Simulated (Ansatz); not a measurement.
**CH4Ge (triplet): the correlation ladder at a displaced geometry (v1), cc-pVDZ**

Aim: climb from Hartree-Fock through coupled cluster for CH4Ge (triplet) at one geometry and basis, and see what each rung misses.

Method: cc-pVDZ, core rule «outside noble gas», up to 15 orbitals frozen; program: Ansatz 0.2.0, Gaussian basis.

The runs, in order: UHF; CCSD(T) on ROHF; CCSD(T) on UHF; BCCD(T) on ROHF; CISD; CCSDT(Q) on ROHF; CCSDT(Q) on UHF.

21 further runs of the same task are left out: 5 that didn't finish, 16 set aside as unsound or not needed.

## (1) What is computed

The geometry is a PBE0/def2-TZVP stationary point (not a proven minimum) with its atoms shifted at random (size 0.040 Å). No spin-orbit coupling is included. The filled d shell of Ge may be among the frozen orbitals whatever the setting's name suggests; the logs give the count.

6 atoms, charge 0, spin multiplicity 3.

Atoms are counted from 1 here; the program's logs count them from 0.

Bond lengths: Ge1–C2 1.983 Å, Ge1–H3 1.557 Å, C2–H4 1.099 Å, C2–H5 1.042 Å, C2–H6 1.127 Å. Angles: C2–Ge1–H3 117.7°, Ge1–C2–H4 110.1°, Ge1–C2–H5 114.0°, Ge1–C2–H6 110.1°, H4–C2–H5 111.4°, H4–C2–H6 105.3°, H5–C2–H6 105.4°.

## (2) UHF

in.yaml reads:

```yaml
crystal:
  periodic: [false, false, false]
  atoms:
    - {symbol: Ge, position_ang: [0.001714, -0.031763, 0.340356]}
    - {symbol: C, position_ang: [0.000881, 0.062050, -1.640474]}
    - {symbol: H, position_ang: [0.048845, 1.309875, 1.129370]}
    - {symbol: H, position_ang: [-0.053932, -0.949057, -2.067228]}
    - {symbol: H, position_ang: [0.798251, 0.600934, -2.039992]}
    - {symbol: H, position_ang: [-0.927174, 0.587915, -2.002807]}
basis:
  gaussian: {orbitals: cc-pVDZ}
magnetization: {spin_polarized: true, initial_magnetization: 2}
hamiltonian: {xc: hf}
output: {orbitals: {seedname: orbitals}}
```

Started as:

```sh
ansatz run in.yaml --threads 1 --pin off --events-out ev --progress --plain --max-ram 2393MiB
```

Further steps of the session: CCSD(T) on ROHF; CCSD(T) on UHF; BCCD(T) on ROHF; CISD; CCSDT(Q) on ROHF; CCSDT(Q) on UHF.

Q: Predict the results of all the runs planned. Wanted: UCCSDT(Q) below the RHF energy; RMP2 from UCCSDT(Q); UMP2 from UCCSDT(Q); RCCSD from UCCSDT(Q); RCCSD(T) from UCCSDT(Q); UCCSD(T) from UCCSDT(Q); RCCSDT(Q) from UCCSDT(Q); T1 diagnostic.

As calculated:

```
                         quantity                                                   value
   UCCSDT(Q) below the RHF energy                                              -6.9550 eV
              RMP2 from UCCSDT(Q)                                         +25.88 kcal/mol
              UMP2 from UCCSDT(Q)                                         +25.62 kcal/mol
             RCCSD from UCCSDT(Q)                                          +5.10 kcal/mol
          RCCSD(T) from UCCSDT(Q)                                          +0.99 kcal/mol
          UCCSD(T) from UCCSDT(Q)                                          +0.75 kcal/mol
         RCCSDT(Q) from UCCSDT(Q)                                          +0.24 kcal/mol
levels within 1 kcal/mol (43 meV)  RCCSD(T), UCCSD(T), BCCD(T), RCCSDT, UCCSDT, RCCSDT(Q)
                    T1 diagnostic                                                   0.015
```

**Reading.** RCCSD(T) lands +0.99 kcal/mol from the yardstick (0.6 % of the correlation energy). These misses are within one basis, not against nature; the frozen cores of restricted and unrestricted runs differ, which can shift their rows.
